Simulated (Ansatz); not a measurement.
# HfH+ (quintet): the correlation ladder, def2-TZVPP

An exercise on one series of results from a longer session: the logs are not shown, and one member is left open.

Computed with Ansatz 0.2.0, Gaussian basis. Level: def2-TZVPP, core rule «outside noble gas», up to 4 orbitals frozen.

To be run: UHF; ROHF; CCSD(T) on UHF.

## What is computed

The geometry is a PBE0/def2-TZVP stationary point (not a proven minimum) of the parent state, kept for this charge and spin. No spin-orbit coupling is included. Elements past krypton take def2 core potentials.

2 atoms, charge 1, spin multiplicity 5.

Atoms are counted from 1 here; the program's logs count them from 0.

Bond lengths: Hf1–H2 1.865 Å.

Geometry (Å):

```xyz
2

Hf    0.0000    0.0000    0.0000
H     0.0000    0.0000    1.8648
```

Set-up of the first run:

Input file in.yaml:

```yaml
crystal:
  periodic: [false, false, false]
  atoms:
    - {symbol: Hf, position_ang: [0.000000, 0.000000, 0.000000]}
    - {symbol: H, position_ang: [0.000000, 0.000000, 1.864769]}
basis:
  gaussian: {orbitals: def2-TZVPP}
total_charge: 1
magnetization: {spin_polarized: true, initial_magnetization: 4}
hamiltonian: {xc: hf}
output: {orbitals: {seedname: orbitals}}
```

Command:

```
> ansatz run in.yaml --threads 1 --pin off --events-out ev --progress --plain --max-ram 4096MiB --backend cpu
```

Steps of the session up to this table: UHF; ROHF; CCSD(T) on UHF.

One table of the session follows, with a row left open; its other results are not shown here.

```
  method  from UCCSD(T) (meV)
    ROHF               +789.2
     UHF                    ?
    UMP2               +180.8
   UCCSD                +10.1
UCCSD(T)                    0
```

Q: Estimate the row for UHF from the others.

The run gave: from UCCSD(T) (meV): +665.4. In the column «from UCCSD(T) (meV)» it lies between UMP2 (+180.8) and ROHF (+789.2).
